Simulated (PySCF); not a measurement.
# C₃H₇NSi: electronic excitations and core binding energies

What electronic excitations and core binding energies should C₃H₇NSi (`C=C[SiH2]N=C`) show?

The runs use PySCF 2.14.0, with density-fitted response routines of our own; the level of theory stands in each step. All values are computed, except where a source is named. Atoms are numbered from 0 throughout.

**1. The molecule as given**

12 atoms, charge 0, multiplicity 1; geometry from: GFN2-xTB.

Bonds of the start (Å): C0–C1 1.32, C1–Si2 1.88, Si2–N3 1.73, N3–C4 1.25, C0–H5 1.08, C0–H6 1.08, C1–H7 1.08, Si2–H8 1.47, Si2–H9 1.46, C4–H10 1.09, C4–H11 1.09.

**2. TDDFT and polarisability: PBE0/def2-SVPD**

What the job is given:

```
{"job": {"kind": "uv", "xc": "PBE0", "basis": "def2-SVPD", "nstates": 8, "ntriplets": 3}, "charge": 0, "multiplicity": 1}
C     -2.217251     0.902895     0.149102
C     -1.231890     0.193533     0.673253
Si    -0.022886    -0.862695    -0.309522
N      1.514519    -0.436368     0.347953
C      2.570315     0.028535    -0.122346
H     -2.390096     0.936615    -0.915069
H     -2.900587     1.485949     0.749215
H     -1.107911     0.199099     1.749197
H     -0.231370    -0.655448    -1.749702
H     -0.129480    -2.280865     0.039321
H      3.416269     0.207503     0.538227
H      2.731568     0.280561    -1.175658
```

With the program's defaults for keys left out, this is: TDDFT PBE0/def2-SVPD, vertical, gas phase, core orbitals frozen in the response.

Command:

```console
$ OMP_NUM_THREADS=1 python probes_run.py task.json out
```

The driver reads the jobs from task.json and runs them one after another.

What it wrote:

```text
coarse grid: 10288 points
cycle   1  E = -462.0834875337  dE =  3.769e-01  |g| = 4.332e-01  |ddm| = 4.842e+00
cycle   2  E = -462.0083712280  dE =  7.512e-02  |g| = 7.131e-01  |ddm| = 1.824e+00
cycle   3  E = -462.1289473879  dE = -1.206e-01  |g| = 1.075e-01  |ddm| = 1.233e+00
cycle   4  E = -462.1316374549  dE = -2.690e-03  |g| = 2.771e-02  |ddm| = 1.667e-01
cycle   5  E = -462.1318387914  dE = -2.013e-04  |g| = 5.295e-03  |ddm| = 4.385e-02
cycle   6  E = -462.1318445883  dE = -5.797e-06  |g| = 2.690e-03  |ddm| = 8.933e-03
final grid: 94152 points
cycle   7  E = -462.1896189738  dE = -1.236e-05  |g| = 7.261e-03  |ddm| = 6.220e-02
cycle   8  E = -462.1896043940  dE =  1.458e-05  |g| = 1.052e-02  |ddm| = 2.337e-02
cycle   9  E = -462.1896324466  dE = -2.805e-05  |g| = 1.323e-03  |ddm| = 1.445e-02
cycle  10  E = -462.1896329068  dE = -4.602e-07  |g| = 1.195e-04  |ddm| = 1.582e-03
cycle  11  E = -462.1896329105  dE = -3.704e-09  |g| = 4.438e-05  |ddm| = 2.825e-04
cycle  12  E = -462.1896329109  dE = -3.704e-10  |g| = 3.111e-05  |ddm| = 1.153e-04
converged SCF energy = -462.1896329109

Static polarisability (au): isotropic 72.206, principal 61.074 62.561 92.984

Singlet excitations
state   eV       nm        f      main configurations
  1   4.0141    308.9   0.00027   H->L 0.92
  2   5.5307    224.2   0.01542   H->L+1 0.92
  3   6.1955    200.1   0.03667   H-1->L 0.89
  4   6.5007    190.7   0.01773   H-2->L 0.59, H-2->L+1 0.29
  5   6.5466    189.4   0.01377   H->L+2 0.92
  6   6.8617    180.7   0.00945   H->L+3 0.83
  7   7.0918    174.8   0.20041   H-2->L+1 0.61, H-2->L 0.29
  8   7.1980    172.2   0.06147   H->L+4 0.62, H-1->L+1 0.22

Triplet excitations (Tamm-Dancoff, eV): 3.3799 4.3125 4.9934
```

Run time: 26 s. Hardware: 1 thread of Arm Neoverse N1, shared host; peak memory 0.63 GiB.

The orbitals next to the gap, with their largest atomic shares:

```
orbital     eV                        atoms
 HOMO−3  -9.44   Si2 25 %, N3 15 %, H9 14 %
 HOMO−2  -8.64   C1 26 %, Si2 18 %, C0 12 %
 HOMO−1  -8.03    C1 39 %, C0 38 %, Si2 6 %
   HOMO  -6.96    N3 57 %, C4 16 %, Si2 9 %
   LUMO  -0.93     C4 35 %, N3 28 %, C0 8 %
 LUMO+1  -0.25   C0 28 %, C1 24 %, Si2 12 %
 LUMO+2   0.85  C4 26 %, Si2 26 %, H11 11 %
```

With each of the 8 states as a Gaussian band of 0.4 eV half-width at 1/e, the curve within the window shown has maxima at 174 nm (ε 11,000) L/(mol cm). Beyond the last state computed it falls off for lack of states. The curve at chosen wavelengths:

| nm | ε (L/mol/cm) |
| --- | --- |
| 165 | 4345 |
| 173 | 10727 |
| 181 | 7679 |
| 189 | 3609 |
| 197 | 2523 |
| 204 | 1817 |
| 212 | 1086 |
| 220 | 795 |
| 228 | 624 |
| 236 | 381 |
| 244 | 170 |
| 252 | 58 |
| 260 | 16 |
| 267 | 5 |
| 275 | 3 |
| 283 | 5 |
| 291 | 8 |
| 299 | 10 |
| 307 | 11 |
| 315 | 10 |
| 323 | 9 |
| 330 | 7 |
| 338 | 5 |
| 346 | 3 |
| 354 | 2 |
| 362 | 1 |

Ground-state properties from the same run:

```
           property  computed
  dipole moment (D)      1.22
polarisability (Å³)     10.70
 HOMO–LUMO gap (eV)      6.03
      −ε(HOMO) (eV)      6.96
```

**3. Core holes by ΔSCF: SCAN, X2C**

The job, as its differences from that of step 2:

```diff
@@ -1,2 +1,2 @@
-{"job": {"kind": "uv", "xc": "PBE0", "basis": "def2-SVPD", "nstates": 8, "ntriplets": 3}, "charge": 0, "multiplicity": 1}
+{"job": {"kind": "xps"}, "charge": 0, "multiplicity": 1}
 C     -2.217251     0.902895     0.149102
```

With the program's defaults for keys left out, this is: delta-SCF UKS SCAN, pcX-2 on the ionised atom, pcseg-1 elsewhere, spin-free X2C.

What it wrote:

```text
ground state, core basis on atom 0 (C), 140 functions
  cycle   1  E = -463.15984414  |g| = 5.38e-01
  cycle   2  E = -462.99946520  |g| = 9.40e-01
  cycle   3  E = -463.22270903  |g| = 2.12e-01
  cycle   4  E = -463.23356319  |g| = 3.90e-02
  cycle   5  E = -463.23396157  |g| = 1.37e-02
  cycle   6  E = -463.23399253  |g| = 9.25e-03
  cycle   7  E = -463.23401600  |g| = 1.77e-03
  cycle   8  E = -463.23401577  |g| = 6.27e-04
  cycle   9  E = -463.23401559  |g| = 2.00e-04
  E(ground) = -463.27426738 Eh
hole in C 1s of atom 0
  cycle   1  E = -451.98482637  |g| = 1.50e+00
  cycle   2  E = -450.11160741  |g| = 2.10e+00
  cycle   3  E = -452.07869179  |g| = 9.15e-01
  cycle   4  E = -452.49775794  |g| = 3.65e-01
  cycle   5  E = -452.54357622  |g| = 2.09e-01
  cycle   6  E = -452.56059512  |g| = 8.25e-02
  cycle   7  E = -452.56380084  |g| = 2.33e-02
  cycle   8  E = -452.56412792  |g| = 9.05e-03
  cycle   9  E = -452.56417818  |g| = 4.77e-03
  cycle  10  E = -452.56419961  |g| = 1.62e-03
  cycle  11  E = -452.56420447  |g| = 8.88e-04
  cycle  12  E = -452.56420704  |g| = 3.17e-04
  E(ion) = -452.60327776 Eh   <S^2> = 0.7911   hole on atom = 1.000   binding energy = 290.372 eV
ground state, core basis on atom 1 (C), 140 functions
  cycle   1  E = -463.23483135  |g| = 6.34e-02
  cycle   2  E = -463.23389150  |g| = 6.72e-02
  cycle   3  E = -463.23471206  |g| = 3.76e-02
  cycle   4  E = -463.23509045  |g| = 8.17e-03
  cycle   5  E = -463.23510826  |g| = 1.85e-03
  cycle   6  E = -463.23511057  |g| = 4.15e-04
  E(ground) = -463.27517614 Eh
hole in C 1s of atom 1
  cycle   1  E = -451.99666125  |g| = 1.51e+00
  cycle   2  E = -449.83900147  |g| = 2.16e+00
  cycle   3  E = -451.77191907  |g| = 1.14e+00
  cycle   4  E = -452.54138746  |g| = 2.78e-01
  cycle   5  E = -452.55315545  |g| = 2.32e-01
  cycle   6  E = -452.57661023  |g| = 7.15e-02
  cycle   7  E = -452.57898300  |g| = 2.69e-02
  cycle   8  E = -452.57935498  |g| = 1.03e-02
  cycle   9  E = -452.57942986  |g| = 4.87e-03
  cycle  10  E = -452.57946939  |g| = 2.59e-03
  cycle  11  E = -452.57949016  |g| = 1.52e-03
  cycle  12  E = -452.57949771  |g| = 4.93e-04
  E(ion) = -452.61826633 Eh   <S^2> = 0.8029   hole on atom = 1.000   binding energy = 289.989 eV
ground state, core basis on atom 2 (Si), 151 functions
  cycle   1  E = -463.33170602  |g| = 2.87e-01
  cycle   2  E = -463.33121690  |g| = 6.16e-02
  cycle   3  E = -463.32862291  |g| = 1.13e-01
  cycle   4  E = -463.33194999  |g| = 1.79e-02
  cycle   5  E = -463.33200685  |g| = 4.54e-03
  cycle   6  E = -463.33201154  |g| = 7.89e-04
  cycle   7  E = -463.33201313  |g| = 1.99e-04
  E(ground) = -463.33036554 Eh
hole in Si 1s of atom 2
  cycle   1  E = -394.40848957  |g| = 4.35e+00
  cycle   2  E = -394.29795840  |g| = 2.23e+00
  cycle   3  E = -394.80267332  |g| = 1.03e+00
  cycle   4  E = -395.32609155  |g| = 5.05e-01
  cycle   5  E = -395.43114812  |g| = 2.69e-01
  cycle   6  E = -395.46616805  |g| = 7.05e-02
  cycle   7  E = -395.46808016  |g| = 3.52e-02
  cycle   8  E = -395.46860926  |g| = 1.47e-02
  cycle   9  E = -395.46871772  |g| = 3.83e-03
  cycle  10  E = -395.46872543  |g| = 1.45e-03
  cycle  11  E = -395.46872708  |g| = 2.70e-04
  E(ion) = -395.47446853 Eh   <S^2> = 0.7522   hole on atom = 1.000   binding energy = 1846.453 eV
hole in Si 2p of atom 2
  cycle   1  E = -459.06727094  |g| = 1.24e+00
  cycle   2  E = -458.76139568  |g| = 1.23e+00
  cycle   3  E = -459.26992306  |g| = 4.51e-01
  cycle   4  E = -459.37621391  |g| = 1.89e-01
  cycle   5  E = -459.38958600  |g| = 9.86e-02
  cycle   6  E = -459.39435818  |g| = 2.74e-02
  cycle   7  E = -459.39467832  |g| = 1.23e-02
  cycle   8  E = -459.39474988  |g| = 3.97e-03
  cycle   9  E = -459.39475773  |g| = 9.37e-04
  cycle  10  E = -459.39475781  |g| = 3.62e-04
  E(ion) = -459.40378814 Eh   <S^2> = 0.7518   hole on atom = 1.003   binding energy = 106.848 eV
  2p3/2 = 106.616 eV   2p1/2 = 107.239 eV
ground state, core basis on atom 3 (N), 140 functions
  cycle   1  E = -463.24791484  |g| = 7.79e-02
  cycle   2  E = -463.24774006  |g| = 4.17e-02
  cycle   3  E = -463.24747693  |g| = 5.43e-02
  cycle   4  E = -463.24809775  |g| = 9.26e-03
  cycle   5  E = -463.24812384  |g| = 2.12e-03
  cycle   6  E = -463.24812615  |g| = 5.23e-04
  cycle   7  E = -463.24812410  |g| = 1.36e-04
  E(ground) = -463.28707442 Eh
hole in N 1s of atom 3
  cycle   1  E = -447.67557972  |g| = 1.86e+00
  cycle   2  E = -445.48661975  |g| = 2.40e+00
  cycle   3  E = -445.51949283  |g| = 1.61e+00
  cycle   4  E = -448.02210364  |g| = 6.35e-01
  cycle   5  E = -448.34690070  |g| = 2.67e-01
  cycle   6  E = -448.37864131  |g| = 1.62e-01
  cycle   7  E = -448.38875317  |g| = 6.60e-02
  cycle   8  E = -448.39163447  |g| = 3.23e-02
  cycle   9  E = -448.39225811  |g| = 1.70e-02
  cycle  10  E = -448.39242171  |g| = 4.33e-03
  cycle  11  E = -448.39244065  |g| = 1.59e-03
  cycle  12  E = -448.39244354  |g| = 8.20e-04
  cycle  13  E = -448.39244616  |g| = 3.41e-04
  E(ion) = -448.42991652 Eh   <S^2> = 0.7847   hole on atom = 1.000   binding energy = 404.284 eV
ground state, core basis on atom 4 (C), 140 functions
  cycle   1  E = -463.23485573  |g| = 5.66e-02
  cycle   2  E = -463.23479672  |g| = 2.10e-02
  cycle   3  E = -463.23455812  |g| = 3.77e-02
  cycle   4  E = -463.23489831  |g| = 4.64e-03
  cycle   5  E = -463.23490434  |g| = 6.02e-04
  cycle   6  E = -463.23490477  |g| = 1.57e-04
  E(ground) = -463.27518447 Eh
hole in C 1s of atom 4
  cycle   1  E = -451.93677906  |g| = 1.50e+00
  cycle   2  E = -449.96724954  |g| = 2.14e+00
  cycle   3  E = -449.77736903  |g| = 1.62e+00
  cycle   4  E = -452.38155435  |g| = 5.03e-01
  cycle   5  E = -452.47724565  |g| = 2.58e-01
  cycle   6  E = -452.50092418  |g| = 1.26e-01
  cycle   7  E = -452.50902435  |g| = 3.89e-02
  cycle   8  E = -452.50992626  |g| = 1.66e-02
  cycle   9  E = -452.51009960  |g| = 7.92e-03
  cycle  10  E = -452.51018128  |g| = 4.31e-03
  cycle  11  E = -452.51022840  |g| = 2.81e-03
  cycle  12  E = -452.51025004  |g| = 1.32e-03
  cycle  13  E = -452.51025289  |g| = 4.78e-04
  E(ion) = -452.54876612 Eh   <S^2> = 0.8202   hole on atom = 1.000   binding energy = 291.881 eV
```

Run time: 80 s. Hardware: 1 thread of Arm Neoverse N1, shared host; peak memory 0.42 GiB.

The holes in one table. −ε is the ground-state orbital energy:

```
       hole  stands for                  environment  ΔSCF (eV; 2p as the shell's mean)  −ε (eV)   ⟨S²⟩
  C1s on C0          C0         terminal =CH2 carbon                             290.37    273.8  0.791
  C1s on C1          C1                    alkene CH                             289.99    273.5  0.803
Si1s on Si2         Si2  silicon bonded to C, N, 2 H                            1846.45   1793.3  0.752
Si2p on Si2         Si2  silicon bonded to C, N, 2 H                             106.82     96.1  0.752
  N1s on N3          N3               imine nitrogen                             404.28    385.6  0.785
  C1s on C4          C4                   C=N carbon                             291.88    275.1  0.820
```

With the spin-orbit splitting: Si2 2p3/2 106.62, 2p1/2 107.24 eV. The table gives each 2p level as the mean over the whole 2p shell (two parts 2p3/2, one part 2p1/2), which differs a little from the single hole in the log.

**4. Outcome**

```
                                quantity                               value
         lowest singlet (PBE0/def2-SVPD)         4.01 eV (309 nm), f = 0.000
brightest single state of those computed         state 7, 7.09 eV, f = 0.200
                          lowest triplet                             3.38 eV
        C1s binding energies, SCAN/pcX-2  C4 291.88, C0 290.37, C1 289.99 eV
       Si1s binding energies, SCAN/pcX-2                      Si2 1846.45 eV
       Si2p binding energies, SCAN/pcX-2                       Si2 106.82 eV
        N1s binding energies, SCAN/pcX-2                        N3 404.28 eV
```

In words: The lowest singlet, at 4.01 eV, is HOMO→LUMO 0.92 and is dark; of the 8 states computed, the strongest absorption comes from state 7 at 7.09 eV. The lowest triplet lies 0.63 eV below the lowest singlet (triplets in Tamm-Dancoff, singlets in full TDDFT). States above −ε(HOMO) lie where TDDFT describes them poorly and they hang on the basis; the brightest is among them. C4 (C=N carbon) binds its C1s electron 1.89 eV more tightly than C1 (alkene CH).
